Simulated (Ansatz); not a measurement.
# AlF3H3P: the cost of one run

Program: Ansatz 0.2.0. Level of theory: RHF/def2-SVP. These are calculated values, not measurements.

## 1. Starting point

Bond lengths: Al1–F2 2.040 Å, Al1–F3 1.690 Å, Al1–F4 1.690 Å, Al1–P5 2.580 Å, P5–H6 1.420 Å, P5–H7 1.420 Å. Angles: F2–Al1–F3 120.0°, F2–Al1–F4 120.0°, F2–Al1–P5 71.6°, F3–Al1–F4 120.0°, F3–Al1–P5 97.0°, F4–Al1–P5 101.2°, Al1–P5–H6 109.5°, Al1–P5–H7 109.5°, H6–P5–H7 109.4°.

As a file:

```xyz
8

Al    0.0000    0.0000    0.0000
F     0.0000    0.0000    2.0400
F     1.4635    0.0000   -0.8450
F    -1.4635    0.0000   -0.8450
P     0.1078   -2.4460    0.8135
H    -0.6605   -3.2680   -0.0528
H     1.4574   -2.8876    0.8103
H     0.0528   -1.1980    1.9406
```

## 2. Pulling towards end A

Springs on the bonds that form and break draw the guess towards this end; the thresholds are loose.

input.yaml reads:

```yaml
crystal:
  periodic: [false, false, false]
  atoms:
    - { symbol: Al, position_ang: [0.0, 0.0, 0.0] }
    - { symbol: F, position_ang: [0.0, 0.0, 2.04] }
    - { symbol: F, position_ang: [1.4635, 0.0, -0.845] }
    - { symbol: F, position_ang: [-1.4635, 0.0, -0.845] }
    - { symbol: P, position_ang: [0.1078, -2.446, 0.8135] }
    - { symbol: H, position_ang: [-0.6605, -3.268, -0.0528] }
    - { symbol: H, position_ang: [1.4574, -2.8876, 0.8103] }
    - { symbol: H, position_ang: [0.0528, -1.198, 1.9406] }
basis:
  gaussian: { orbitals: def2-SVP }
hamiltonian:
  xc: hf
relax:
  f_tol: 0.15
  max_steps: 25
  restrain:
    - { distance: [0, 4], at: 3.48, k: 30.0 }
    - { distance: [7, 1], at: 2.12, k: 30.0 }
    - { distance: [0, 1], at: 1.69, k: 30.0 }
    - { distance: [7, 4], at: 1.42, k: 30.0 }
```

Launch:

```
> ansatz run input.yaml --threads 1 --pin off --max-ram 2048MiB --backend cpu --events-out ev --progress --plain --runs-dir out
```

What time and memory should one allow on 1 thread of Arm Neoverse V2, shared host?

About 14 s, with a peak of 0.17 GiB.
